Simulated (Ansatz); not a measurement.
**AlH4SbSi: two geometries relaxed**

Aim: relax the geometries before and after the shift of H7 from Sb3 to Al1, and see whether they are two minima and how far apart in energy. SMILES of the start: [AlH]1[SiH2][SbH]1.

All numbers below are computed with Ansatz 0.2.0 (RKS PBE0-D4/def2-SVP).

### 1 The starting structure

Bond lengths: Al1–Si2 2.384 Å, Al1–Sb3 2.607 Å, Si2–Sb3 2.447 Å, Al1–H4 1.560 Å, Si2–H5 1.453 Å, Si2–H6 1.487 Å, Sb3–H7 1.769 Å. Angles: Al1–Si2–Sb3 65.3°, Al1–Si2–H5 114.1°, Al1–Si2–H6 114.4°, Sb3–Si2–H5 116.0°, Sb3–Si2–H6 116.4°, H5–Si2–H6 119.0°, Si2–Al1–Sb3 58.5°, Si2–Al1–H4 148.5°, Sb3–Al1–H4 153.0°, Al1–Sb3–Si2 56.2°, Al1–Sb3–H7 91.3°, Si2–Sb3–H7 92.8°.

As a file:

```xyz
7

Al   -1.0790   -0.6603   -0.7418
Si    0.2678    1.0269    0.2706
Sb    1.5088   -0.9136   -0.5550
H    -2.4939   -1.1425   -1.1885
H     0.1165    1.1211    1.7125
H     0.3869    2.2768   -0.5256
H     1.3541   -1.7764    0.9820
```

### 2 End point A

input.yaml reads:

```yaml
crystal:
  periodic: [false, false, false]
  atoms:
    - { symbol: Al, position_ang: [-1.079, -0.6603, -0.7418] }
    - { symbol: Si, position_ang: [0.2678, 1.0269, 0.2706] }
    - { symbol: Sb, position_ang: [1.5088, -0.9136, -0.555] }
    - { symbol: H, position_ang: [-2.4939, -1.1425, -1.1885] }
    - { symbol: H, position_ang: [0.1165, 1.1211, 1.7125] }
    - { symbol: H, position_ang: [0.3869, 2.2768, -0.5256] }
    - { symbol: H, position_ang: [1.3541, -1.7764, 0.982] }
basis:
  gaussian: { orbitals: def2-SVP }
hamiltonian:
  xc: pbe0
  dispersion: d4
relax:
  f_tol: 0.02
  max_steps: 50
```

Launch:

```bash
> ansatz run input.yaml --threads 2 --pin off --max-ram 3072MiB --backend cpu --events-out ev --progress --plain --runs-dir out
```

Output (excerpt; [...] marks lines left out):

```text
Warning: RAYON_NUM_THREADS=2 ignored (pool sized by the plan → 2); use --threads N
[...]
Functional definition: PBE0
[...]
928 factors; integrals over basis functions are off by at most 6.0e-4 eV
[...]
mean field -21065.26249913 eV, -774.1341182954 hartree, gradient 6.2e-5 eV, S^2 0.000000; 0 other end points of the search recorded, 0 dependent functions left out
[...]
reference -21065.26252740 eV, -774.1341193343 hartree; 27, 27 occupied and 55, 55 virtual orbitals, 928 factors
relax step   1: F+E_penalty+E_count = -21065.42646762 eV  Δ(F+E_penalty+E_count) = +0.000e0 eV  max|allowed force component| = 1.994e0 eV/Å  Δτ_max = 0.0000 Å  (24 SCF iters, accepted)
[...]
relax step   4: F+E_penalty+E_count = -21065.81473808 eV  Δ(F+E_penalty+E_count) = -1.101e-2 eV  max|allowed force component| = 1.170e-1 eV/Å  Δτ_max = 0.0579 Å  (28 SCF iters, accepted)
[...]
relax step   7: F+E_penalty+E_count = -21065.88430334 eV  Δ(F+E_penalty+E_count) = -2.821e-2 eV  max|allowed force component| = 2.182e-1 eV/Å  Δτ_max = 0.1958 Å  (27 SCF iters, accepted)
[...]
relax step  10: F+E_penalty+E_count = -21065.92719556 eV  Δ(F+E_penalty+E_count) = -8.075e-3 eV  max|allowed force component| = 6.036e-2 eV/Å  Δτ_max = 0.0975 Å  (27 SCF iters, accepted)
[...]
relax step  12: F+E_penalty+E_count = -21065.92867424 eV  Δ(F+E_penalty+E_count) = -1.291e-3 eV  max|allowed force component| = 2.810e-2 eV/Å  Δτ_max = 0.0104 Å  (28 SCF iters, accepted)
[...]
relax step  13: F+E_penalty+E_count = -21065.92880116 eV  Δ(F+E_penalty+E_count) = -1.269e-4 eV  max|allowed force component| = 1.076e-2 eV/Å  Δτ_max = 0.0084 Å  (24 SCF iters, accepted)
928 factors; integrals over basis functions are off by at most 7.9e-4 eV
mean field -21065.76453872 eV, -774.1525679098 hartree, gradient 9.9e-6 eV, S^2 0.000000; 1 other end points of the search recorded, 0 dependent functions left out
[...]
reference -21065.76456620 eV, -774.1525689196 hartree; 27, 27 occupied and 55, 55 virtual orbitals, 928 factors
Total energy: -21065.92882864 eV, -774.1586054530 hartree
Atom 0 at    -0.897491    -0.708591    -0.636865 Å, force     0.000716     0.000787    -0.001616 eV/Å
Atom 1 at     0.195389     1.113304     0.393806 Å, force     0.000441    -0.010764    -0.000503 eV/Å
Atom 2 at     1.689494    -0.866441    -0.532526 Å, force    -0.005664     0.008003     0.004685 eV/Å
Atom 3 at    -2.167544    -1.577680    -0.998727 Å, force    -0.000277    -0.000246     0.000175 eV/Å
Atom 4 at     0.351022     1.473296     1.836909 Å, force     0.002779    -0.001098     0.000779 eV/Å
Atom 5 at     0.465220     2.304078    -0.467723 Å, force     0.001554    -0.002071    -0.002828 eV/Å
Atom 6 at     0.425111    -1.805968     0.359326 Å, force     0.000452     0.005389    -0.000693 eV/Å
Dipole moment:    -0.090646    -0.023783    -0.098401 e Å
```

It took 20 s on 2 threads of Intel Xeon 6975P-C (Granite Rapids), shared host; peak memory 0.19 GiB.

Step by step:

```
step  energy from step 1 (eV)  largest force component (eV/Å)
   1                   0.0000                          1.9944
   2                  -0.3268                          0.5109
   3                  -0.3773                          0.1317
   4                  -0.3883                          0.1170
   5                  -0.4077                          0.2372
   6                  -0.4296                          0.2018
   7                  -0.4578                          0.2182
   8                  -0.4927                          0.0887
  9x                  -0.4818                          0.2446
  10                  -0.5007                          0.0604
  11                  -0.5009                          0.1252
  12                  -0.5022                          0.0281
  13                  -0.5023                          0.0108
```

Step 1 is the start. 1 step was tried and not accepted (marked x).

After: Bond lengths: Al1–Si2 2.361 Å, Al1–Sb3 2.594 Å, Si2–Sb3 2.648 Å, Al1–H4 1.581 Å, Si2–H5 1.495 Å, Si2–H6 1.494 Å, Sb3–H7 1.810 Å. Angles: Al1–Si2–Sb3 62.1°, Al1–Si2–H5 130.9°, Al1–Si2–H6 116.5°, Sb3–Si2–H5 117.3°, Sb3–Si2–H6 107.0°, H5–Si2–H6 110.2°, Si2–Al1–Sb3 64.4°, Si2–Al1–H4 153.6°, Sb3–Al1–H4 141.0°, Al1–Sb3–Si2 53.5°, Al1–Sb3–H7 49.8°, Si2–Sb3–H7 79.7°.

### 3 End point B

The second end starts from a geometry with the move made by hand.

input.yaml: that of step 2 with these lines changed.

```diff
@@ -9,3 +9,3 @@
     - { symbol: H, position_ang: [0.3869, 2.2768, -0.5256] }
-    - { symbol: H, position_ang: [1.3541, -1.7764, 0.982] }
+    - { symbol: H, position_ang: [-2.07263, -1.83668, -0.76269] }
 basis:
```

Launch:

```bash
> ansatz run input.yaml --threads 2 --pin off --max-ram 3072MiB --backend cpu --events-out ev --progress --plain --runs-dir out
```

Output (excerpt; [...] marks lines left out):

```text
Warning: RAYON_NUM_THREADS=2 ignored (pool sized by the plan → 2); use --threads N
[...]
[... 1 set-up line as earlier in the session ...]
[...]
931 factors; integrals over basis functions are off by at most 6.0e-4 eV
[...]
mean field -21062.94900111 eV, -774.0490988112 hartree, gradient 5.8e-5 eV, S^2 0.000000; 0 other end points of the search recorded, 0 dependent functions left out
[...]
reference -21062.94902795 eV, -774.0490997975 hartree; 27, 27 occupied and 55, 55 virtual orbitals, 931 factors
relax step   1: F+E_penalty+E_count = -21063.11123554 eV  Δ(F+E_penalty+E_count) = +0.000e0 eV  max|allowed force component| = 3.936e0 eV/Å  Δτ_max = 0.0000 Å  (27 SCF iters, accepted)
[...]
relax step   5: F+E_penalty+E_count = -21064.27596946 eV  Δ(F+E_penalty+E_count) = -8.917e-2 eV  max|allowed force component| = 2.398e-1 eV/Å  Δτ_max = 0.1999 Å  (31 SCF iters, accepted)
[...]
relax step   9: F+E_penalty+E_count = -21064.33327653 eV  Δ(F+E_penalty+E_count) = -1.188e-2 eV  max|allowed force component| = 2.762e-1 eV/Å  Δτ_max = 0.0965 Å  (31 SCF iters, accepted)
[...]
relax step  13: F+E_penalty+E_count = -21064.48807898 eV  Δ(F+E_penalty+E_count) = -1.767e-2 eV  max|allowed force component| = 7.569e-1 eV/Å  Δτ_max = 0.1662 Å  (32 SCF iters, accepted)
[...]
relax step  15: F+E_penalty+E_count = -21065.07231363 eV  Δ(F+E_penalty+E_count) = -4.014e-1 eV  max|allowed force component| = 9.009e-1 eV/Å  Δτ_max = 0.1961 Å  (32 SCF iters, accepted)
[...]
relax step  16: F+E_penalty+E_count = -21065.40241433 eV  Δ(F+E_penalty+E_count) = -3.301e-1 eV  max|allowed force component| = 7.554e-1 eV/Å  Δτ_max = 0.1956 Å  (28 SCF iters, accepted)
[...]
931 factors; integrals over basis functions are off by at most 9.3e-4 eV
```

### 4 More of the same log: end point B relaxed

Output, continued (excerpt; [...] marks lines left out):

```text
[...]
mean field -21065.36247487 eV, -774.1377923358 hartree, gradient 1.7e-5 eV, S^2 0.000000; 0 other end points of the search recorded, 0 dependent functions left out
[...]
reference -21065.36250222 eV, -774.1377933410 hartree; 27, 27 occupied and 55, 55 virtual orbitals, 931 factors
relax step  17: F+E_penalty+E_count = -21065.52698750 eV  Δ(F+E_penalty+E_count) = -1.246e-1 eV  max|allowed force component| = 1.731e0 eV/Å  Δτ_max = 0.1966 Å  (28 SCF iters, accepted)
[...]
relax step  19: F+E_penalty+E_count = -21065.87732865 eV  Δ(F+E_penalty+E_count) = -1.631e-1 eV  max|allowed force component| = 2.641e-1 eV/Å  Δτ_max = 0.2000 Å  (27 SCF iters, accepted)
[...]
relax step  21: F+E_penalty+E_count = -21065.91090175 eV  Δ(F+E_penalty+E_count) = -3.357e-2 eV  max|allowed force component| = 3.813e-1 eV/Å  Δτ_max = 0.0971 Å  (28 SCF iters, accepted)
[...]
reference -21065.76452031 eV, -774.1525672333 hartree; 27, 27 occupied and 55, 55 virtual orbitals, 931 factors
Total energy: -21065.92881940 eV, -774.1586051137 hartree
Atom 0 at    -1.439695    -0.407416    -1.055740 Å, force    -0.003017    -0.000805     0.001861 eV/Å
Atom 1 at    -0.064094     0.986842     0.263198 Å, force    -0.005632     0.003393     0.010743 eV/Å
Atom 2 at     0.971912    -1.270316    -0.647561 Å, force     0.008492    -0.002129    -0.005491 eV/Å
Atom 3 at    -2.829839    -0.877015    -1.644698 Å, force     0.002567     0.001376    -0.001026 eV/Å
Atom 4 at    -0.025907     1.207330     1.742073 Å, force     0.000213     0.001600    -0.003618 eV/Å
Atom 5 at     0.629655     2.105241    -0.444275 Å, force     0.002213    -0.000336    -0.003562 eV/Å
Atom 6 at    -0.607560    -1.872945    -0.003488 Å, force    -0.004837    -0.003099     0.001092 eV/Å
Dipole moment:    -0.078552     0.007338    -0.111936 e Å
```

Run time: 36 s. Hardware: 2 threads of Intel Xeon 6975P-C (Granite Rapids), shared host; peak memory 0.19 GiB.

Step by step:

```
step  energy from step 1 (eV)  largest force component (eV/Å)
   1                   0.0000                          3.9358
   2                  -0.6337                          1.3173
   3                  -0.9072                          1.0766
   4                  -1.0756                          0.9586
   5                  -1.1647                          0.2398
   6                  -1.1943                          0.1318
   7                  -1.2034                          0.2980
   8                  -1.2102                          0.3060
   9                  -1.2220                          0.2762
  10                  -1.2428                          0.3267
  11                  -1.3046                          0.3608
  12                  -1.3592                          0.6720
  13                  -1.3768                          0.7569
  14                  -1.5597                          0.6848
  15                  -1.9611                          0.9009
  16                  -2.2912                          0.7554
  17                  -2.4158                          1.7312
  18                  -2.6030                          1.1429
  19                  -2.7661                          0.2641
 20x                  -2.7635                          0.7718
  21                  -2.7997                          0.3813
  22                  -2.8079                          0.1348
  23                  -2.8083                          0.1808
 24x                  -2.8050                          0.1705
  25                  -2.8160                          0.0397
  26                  -2.8175                          0.0260
  27                  -2.8176                          0.0107
```

Step 1 is the start. 2 steps were tried and not accepted (marked x).

After: Bond lengths: Al1–Si2 2.361 Å, Al1–Sb3 2.594 Å, Si2–Sb3 2.645 Å, Al1–H4 1.581 Å, Si2–H5 1.496 Å, Si2–H6 1.494 Å, Sb3–H7 1.809 Å. Angles: Al1–Si2–Sb3 62.1°, Al1–Si2–H5 130.9°, Al1–Si2–H6 116.6°, Sb3–Si2–H5 117.1°, Sb3–Si2–H6 107.1°, H5–Si2–H6 110.2°, Si2–Al1–Sb3 64.3°, Si2–Al1–H4 153.6°, Sb3–Al1–H4 141.0°, Al1–Sb3–Si2 53.6°, Al1–Sb3–H7 49.8°, Si2–Sb3–H7 79.6°.

Pairs that crossed the distance rule for bonds on the way: came closer Sb3–H7; moved apart Al1–H7, H4–H7.

### 5 Outcome

```
                           quantity                     value
                              end A  11 moves, 0.502 eV lower
                              end B  24 moves, 2.818 eV lower
largest difference between the ends                    0.01 Å
            end B relative to end A                 +0.000 eV
```

What this shows: The two relaxations end at one structure, within 0.01 Å: no second minimum was found from this start, which doesn't rule one out.
